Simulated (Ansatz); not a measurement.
# BFH2OSi: basis-set convergence

How large a basis does BFH2OSi need? Two functionals are run in growing sets.

The runs use Ansatz 0.2.0, Gaussian basis; one geometry, several basis sets.

Plan: PBE0-D4/def2-SVP; ωB97M-V/def2-SVP; PBE0-D4/def2-QZVPP; ωB97M-V/def2-QZVPP; the functionals' def2-TZVPP values are taken from earlier runs.

### 1 The relaxed structure

All runs share one geometry, relaxed beforehand with PBE0-D4 in a triple-zeta def2 set.

6 atoms, charge 0, spin multiplicity 1.

Atoms are counted from 1 here; the program's logs count them from 0.

Bond lengths: F1–Si2 1.591 Å, Si2–B3 1.884 Å, Si2–O4 1.720 Å, Si2–H5 1.475 Å, B3–O4 1.354 Å, B3–H6 1.189 Å. Angles: F1–Si2–B3 123.0°, F1–Si2–O4 112.5°, F1–Si2–H5 106.3°, B3–Si2–O4 43.8°, B3–Si2–H5 130.0°, O4–Si2–H5 111.9°, Si2–B3–O4 61.6°, Si2–B3–H6 167.6°, O4–B3–H6 130.7°, Si2–O4–B3 74.6°.

As a file:

```
F    -1.75450   -0.55720   -0.92173
Si   -0.38817    0.19766   -0.61230
B     0.46790    0.12557    1.06456
O     0.77029   -0.82186    0.14629
H     0.09822    0.71832   -1.90374
H     0.84825    0.27342    2.18082
```

### 2 PBE0-D4 in def2-SVP

The input, in.yaml:

```yaml
crystal:
  periodic: [false, false, false]
  atoms:
    - {symbol: F, position_ang: [-1.754496, -0.557205, -0.921735]}
    - {symbol: Si, position_ang: [-0.388169, 0.197663, -0.612296]}
    - {symbol: B, position_ang: [0.467902, 0.125566, 1.064561]}
    - {symbol: O, position_ang: [0.770293, -0.821865, 0.146293]}
    - {symbol: H, position_ang: [0.098223, 0.718322, -1.903740]}
    - {symbol: H, position_ang: [0.848246, 0.273418, 2.180818]}
basis:
  gaussian: {orbitals: def2-SVP}
hamiltonian: {xc: pbe0, dispersion: d4}
output: {orbitals: {seedname: orbitals}}
```

Started as:

```sh
$ ansatz run in.yaml --threads 2 --pin off --events-out ev --progress --plain --max-ram 4352MiB
```

Further steps of the session: ωB97M-V in def2-SVP; PBE0-D4 in def2-QZVPP; ωB97M-V in def2-QZVPP.

Before running them: what should the planned runs give, taken together? Wanted: PBE0-D4: double and triple zeta above quadruple; ωB97M-V: double and triple zeta above quadruple.

**Answer**, as computed:

| quantity | value |
| --- | --- |
| PBE0-D4: double and triple zeta above quadruple | 10.30, 0.59 eV |
| ωB97M-V: double and triple zeta above quadruple | 10.39, 0.55 eV |

In words: For PBE0-D4 the step from double to triple zeta gains 9.70 eV and the next only 0.59 eV. These are total energies; as a rule much of such shifts cancels in differences, which this series doesn't test. The LUMO of ωB97M-V is positive and keeps falling with the basis (1.03 to 0.51 eV): an unbound level that the basis holds in place.
